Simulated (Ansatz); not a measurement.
Working through a frozen displacement of one atom of SrCuO₃, space group Pm-3m

Computed with Ansatz 0.2.0, Python API.

The cells in order, each with its output:

```python
import warnings

import ansatz as az
import numpy as np
```

```python
config = {
    "functional": "r2scan",
    "ecut": 500,
    "k_length": 17,
    "occupations": "fermi_dirac",
    "sigma": 0.02,
}
```

```python
warnings.simplefilter("ignore", az.DeckWarning)

system = (
    az.Lattice.of((3.838401, 0.0, 0.0), (0.0, 3.838401, 0.0), (0.0, 0.0, 3.838401))
    .atom("Sr", (0.5, 0.5, 0.5))
    .atom("Cu", (0.0, 0.0, 0.0))
    .atom("O", (0.5, 0.0, 0.0))
    .atom("O", (0.0, 0.5, 0.0))
    .atom("O", (0.0, 0.0, 0.5))
)
```

```python
system.resolved().sites[-1]
```

    Site(symbol='O', position=(0.0, 0.0, 0.5), moment=None, axis=None, held=None, saved=None)

```python
inverse = np.linalg.inv(np.array(system.lattice.vectors))
home = np.array(system.sites[1].position)
values = np.linspace(-0.2, 0.2, 5)
energies, pulls = [], []
for shift in values:
    moved = system.move(1, to=home + shift * inverse[2])
    base = (
        moved.calculation()
        .functional(config["functional"])
        .basis(config["ecut"])
        .kpoints(length=config["k_length"])
        .occupations(config["occupations"], width=config["sigma"])
        .eigensolver("auto", mixed_precision=False)
        .forces()
    )
    report = base.run(threads=1).report
    energies.append(report["free_energy_ev"])
    pulls.append(report["forces_ev_ang"][1][2])
```

```python
# the force is minus the slope of the free energy
print("shift (A)   dE (eV)   force along z (eV/A)")
for shift, e, f in zip(values, energies, pulls):
    print(f"{shift:8.3f} {e - energies[2]:10.5f} {f:12.4f}")
print(f"stiffness from energies {2 * np.polyfit(values, energies, 2)[0]:.3f}, from forces {-np.polyfit(values, pulls, 1)[0]:.3f} eV/A^2")
```

    shift (A)   dE (eV)   force along z (eV/A)
      -0.200    0.32519       3.3949
      -0.100    0.08000       1.6075
       0.000    0.00000      -0.0000
       0.100    0.08000      -1.6075
       0.200    0.32519      -3.3949
    stiffness from energies 16.297, from forces 16.795 eV/A^2

The curvature of the energy gives 16.297 eV/Å² and the slope of the force 16.795 eV/Å², a positive curvature.

The settings weren't tested for convergence. The cell holds an odd number of electrons and is run without spin, so a magnetic state may lie lower. For a metal this k-point mesh is coarse: on a finer one energies can move by several to tens of meV an atom and pressures by half a GPa or more, differences at one mesh by less. In a metal a curvature from energy changes of a few meV or less hangs on mesh and smearing, in size and even in sign. Without a Hubbard U or exact exchange, semilocal functionals often make such 3d compounds metallic or too weakly gapped. This cell is a computed structure, which may not be the phase found in nature. All periodic images of the atom move with it, so the curvature is one diagonal element of the zone-centre force constants and no normal mode; a positive value doesn't exclude soft modes in which several atoms move. The whole script took 30 s on 1 thread of Arm Neoverse V2, on a shared host, peak memory 0.53 GiB.
